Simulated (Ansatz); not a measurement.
# GaH3OS (SMILES [OH][GaH][SH]): functionals against CCSD(T) at one geometry

One table from this session's results is given with a row withheld; the runs are named, their logs left out.

Computed with Ansatz 0.2.0, Gaussian basis. Level: single points in def2-TZVPP.

Cores are frozen in the correlated methods. Filled d shells of the heavier atoms are correlated.

## The system as given

SMILES `[OH][GaH][SH]`, 6 atoms, charge 0, spin multiplicity 1.

Atoms are counted from 1 here; the program's logs count them from 0.

Bond lengths: O1–Ga2 1.751 Å, O1–H4 0.913 Å, Ga2–S3 2.181 Å, Ga2–H5 1.584 Å, S3–H6 1.310 Å. Angles: Ga2–O1–H4 139.6°, O1–Ga2–S3 110.7°, O1–Ga2–H5 122.0°, S3–Ga2–H5 127.3°, Ga2–S3–H6 89.2°.

Coordinates:

```xyz
6
GaH3OS
O    -0.9674   -0.8204    0.2854
Ga    0.1409    0.1672   -0.6429
S     1.4664    1.2883    0.6775
H    -1.6369   -1.4272    0.1522
H     0.1148    0.1977   -2.2262
H     0.9436    0.6621    1.7024
```

The first run:

run/in.yaml reads:

```yaml
crystal:
  periodic: [false, false, false]
  atoms:
    - {symbol: O, position_ang: [-0.967400, -0.820400, 0.285400]}
    - {symbol: Ga, position_ang: [0.140900, 0.167200, -0.642900]}
    - {symbol: S, position_ang: [1.466400, 1.288300, 0.677500]}
    - {symbol: H, position_ang: [-1.636900, -1.427200, 0.152200]}
    - {symbol: H, position_ang: [0.114800, 0.197700, -2.226200]}
    - {symbol: H, position_ang: [0.943600, 0.662100, 1.702400]}
basis:
  gaussian: {orbitals: def2-TZVPP}
correlation: {method: ccsd_t}
output: {forces: true}
```

No record of the launch command was kept for these runs.

Steps of the session up to this table: CCSD(T)/def2-TZVPP; PBE0-D4/def2-TZVPP; wB97M-V/def2-TZVPP; r2SCAN-D4/def2-TZVPP; PBE-D4/def2-TZVPP; BHLYP-D4/def2-TZVPP; B97M-V/def2-TZVPP.

One of the session's tables, all rows but one given; the rest of the session is left out.

```
   method  RMS force component (eV/Å)  angle to CCSD(T) forces (°)  dipole (D)
  CCSD(T)                       0.939                    reference        1.62
  PBE0-D4                       0.926                          3.3        1.64
  wB97M-V                       0.930                          3.3        1.66
r2SCAN-D4                       0.970                          3.3        1.63
   PBE-D4                           ?                            ?           ?
 BHLYP-D4                       0.765                          4.7        1.69
   B97M-V                       0.880                          3.5        1.52
```

Estimate the missing values for PBE-D4.

The run gave: RMS force component (eV/Å): 1.106; angle to CCSD(T) forces (°): 6.7; dipole (D): 1.55. In the column «RMS force component (eV/Å)» it is the highest.
